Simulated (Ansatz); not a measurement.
# AsB: the cost of one run

Computed with Ansatz 0.2.0, Gaussian basis. Level: def2-QZVPP, all electrons in the functionals.

Plan: PBE, BLYP, r2SCAN, B97M-V, PBE0, B3LYP, at charge 0, triplet; charge 0, singlet; charge 0, quintet; charge 1, doublet; charge 1, quartet.

10 further runs of the same task are left out: 10 set aside as unsound or not needed.

## (1) What is computed

The geometry is a PBE0/def2-TZVP stationary point (not a proven minimum). No spin-orbit coupling is included. The filled d shell of As may be among the frozen orbitals whatever the setting's name suggests; the logs give the count.

2 atoms, charge 0, spin multiplicity 3.

Atoms are counted from 1 here; the program's logs count them from 0.

Bond lengths: B1–As2 1.845 Å.

No dispersion term is added; B97M-V holds VV10 nonlocal correlation. B3LYP takes the VWN-RPA correlation.

The geometry shown and the zero of energy belong to the point charge 0, triplet. The yardstick, RCCSD(T), and other wave-function levels (R restricted, U unrestricted, valence and pair active spaces) come from earlier runs.

## (2) PBE, charge 0, triplet

Contents of in.yaml:

```yaml
crystal:
  periodic: [false, false, false]
  atoms:
    - {symbol: B, position_ang: [0.000000, 0.000000, 0.000000]}
    - {symbol: As, position_ang: [0.000000, 0.000000, 1.844900]}
basis:
  gaussian: {orbitals: "def2-QZVPP.json"}
magnetization: {spin_polarized: true, initial_magnetization: 2}
hamiltonian: {xc: {name: PBE}}
output: {orbitals: {seedname: orbitals}}
```

On the command line:

```console
ansatz run in.yaml --threads 1 --pin off --events-out ev --progress --plain --max-ram 2393MiB
```

**Question.** How long does this run take on 1 thread of Arm Neoverse V2, shared host?

About 9 s.
